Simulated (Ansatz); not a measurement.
# ClH5OSi2: the cost of one run

Program: Ansatz 0.2.0. Level of theory: RHF/def2-SVP. These are calculated values, not measurements.

## Step 1: The starting structure

Bond lengths: Si1–Cl2 2.130 Å, Si1–H3 1.460 Å, Si1–H4 1.459 Å, Si1–O5 1.679 Å, O5–Si6 1.680 Å, Si6–H7 1.460 Å, Si6–H8 1.460 Å, Si6–H9 1.460 Å. Angles: Cl2–Si1–H3 109.5°, Cl2–Si1–H4 109.5°, Cl2–Si1–O5 109.5°, H3–Si1–H4 109.5°, H3–Si1–O5 109.5°, H4–Si1–O5 109.5°, Si1–O5–Si6 125.0°, O5–Si6–H7 109.5°, O5–Si6–H8 109.5°, O5–Si6–H9 109.5°, H7–Si6–H8 109.4°, H7–Si6–H9 109.4°, H8–Si6–H9 109.4°.

As a file:

```xyz
9

Si    0.0000    0.0000    0.0000
Cl    0.0000    0.0000    2.1300
H     1.3768    0.0000   -0.4862
H    -0.6877    1.1914   -0.4862
O    -0.7913   -1.3709   -0.5594
Si   -1.6730   -2.4329    0.3983
H    -1.2634   -2.2870    1.7920
H    -3.0964   -2.1323    0.2761
H    -1.4264   -3.8036   -0.0398
```

## Step 2: Preparing the start

The input, input.yaml:

```yaml
crystal:
  periodic: [false, false, false]
  atoms:
    - { symbol: Si, position_ang: [0.0, 0.0, 0.0] }
    - { symbol: Cl, position_ang: [0.0, 0.0, 2.13] }
    - { symbol: H, position_ang: [1.3768, 0.0, -0.4862] }
    - { symbol: H, position_ang: [-0.6877, 1.1914, -0.4862] }
    - { symbol: O, position_ang: [-0.7913, -1.3709, -0.5594] }
    - { symbol: Si, position_ang: [-1.673, -2.4329, 0.3983] }
    - { symbol: H, position_ang: [-1.2634, -2.287, 1.792] }
    - { symbol: H, position_ang: [-3.0964, -2.1323, 0.2761] }
    - { symbol: H, position_ang: [-1.4264, -3.8036, -0.0398] }
basis:
  gaussian: { orbitals: def2-SVP }
hamiltonian:
  xc: hf
relax:
  f_tol: 0.02
  max_steps: 40
```

Command:

```
> ansatz run input.yaml --threads 1 --pin off --max-ram 2048MiB --backend cpu --events-out ev --progress --plain --runs-dir out
```

What time and memory should one allow on 1 thread of Arm Neoverse V2, shared host?

About 15 s, with a peak of 0.18 GiB.
